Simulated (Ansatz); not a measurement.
BiTe, space group Fm-3m: a convergence test of the plane-wave cutoff, run with Ansatz's Python interface.

`bite_ecut.py`
```python
"""Cutoff test for BiTe."""

import ansatz as az
from ase import Atoms
import pandas as pd


def main() -> None:
    atoms = Atoms(
        ["Bi", "Te"],
        scaled_positions=[
            (0.0, 0.0, 0.0),
            (0.5, 0.5, 0.5),
        ],
        cell=[
            (0.0, 3.235, 3.235),
            (3.235, 0.0, 3.235),
            (3.235, 3.235, 0.0),
        ],
        pbc=True,
    )
    system = az.Crystal.from_ase(atoms)

    calc = system.calculation().kpoints(mesh=(8, 8, 8)).occupations("Fermi-Dirac", width=0.15).stress()

    rows = []
    for value in [250, 350, 450, 550, 650, 750]:
        report = calc.basis(value).run(threads=1).report
        rows.append((value, report["free_energy_ev"] / len(report["lattice"]["sites"]), report["n_iterations"], sum(report["stress_gpa"][i][i] for i in range(3)) / 3, report["n_pw"]))

    table = pd.DataFrame(rows, columns=["cutoff (eV)", "F/atom (eV)", "iterations", "P (GPa)", "plane waves"])
    print(table.round(5).to_string(index=False))

    # the last row is the reference
    for row in rows[:-1]:
        shift = 1000 * (row[1] - rows[-1][1])
        print(f"{row[0]}: {shift:+.2f} meV/atom" + ("  (within 5 meV)" if abs(shift) < 5 else ""))


if __name__ == "__main__":
    main()
```

From which cutoff on is the energy per atom within 5 meV of the last row, and how does it get there?

From 350 eV on it stays within 5 meV an atom of the value at 750 eV; the first row (250 eV) is off by 929.2 meV and the last but one by 0.01 meV. The energy falls steadily, as expected when plane waves are added. The pressure moves from 0.82 to 0.84 GPa (the program's stress holds a Pulay correction, so it settles early).

The run itself:

Running `python bite_ecut.py` prints:
```text
DeckWarning: basis.ecutwfc = 250 eV is below the records' recommended 420 eV, and the density's cutoff is lower with it unless basis.ecutrho_ratio is high enough to keep the records' density cutoff: compare with a run at a higher cutoff
DeckWarning: basis.ecutwfc = 350 eV is below the records' recommended 420 eV, and the density's cutoff is lower with it unless basis.ecutrho_ratio is high enough to keep the records' density cutoff: compare with a run at a higher cutoff
 cutoff (eV)  F/atom (eV)  iterations  P (GPa)  plane waves
         250  -9687.42484           7  0.82213          609
         350  -9688.34979           6  0.84791          965
         450  -9688.35339           6  0.83983         1459
         550  -9688.35395           6  0.83936         1989
         650  -9688.35404           6  0.83881         2637
         750  -9688.35405           6  0.83880         3143
250: +929.21 meV/atom
350: +4.26 meV/atom  (within 5 meV)
450: +0.66 meV/atom  (within 5 meV)
550: +0.10 meV/atom  (within 5 meV)
650: +0.01 meV/atom  (within 5 meV)
```
(Warnings from the package without file and line.)

What to keep in mind:
- The mesh is modest for a metal, so energies can be off by several to tens of meV an atom and pressures by half a GPa or more; differences at equal mesh fare better.
- A Fermi-Dirac width this large means warm electrons, whose thermal share enters the free energy.
- Pressure is positive in compression.
- Spin-orbit coupling, which matters for elements this heavy, is left out.
- No functional is typed, so the default, PBE, holds.
- The structure is a deposited one; some such entries were measured under pressure or heat, so a shift against it needn't be the functional's error alone.
- Shifts are counted from the last row, which is itself no proven limit.
- It ran for 12 s on 1 thread of Intel(R) Xeon(R) Processor @ 2.30GHz, with other jobs on the host, peak memory 0.67 GiB.
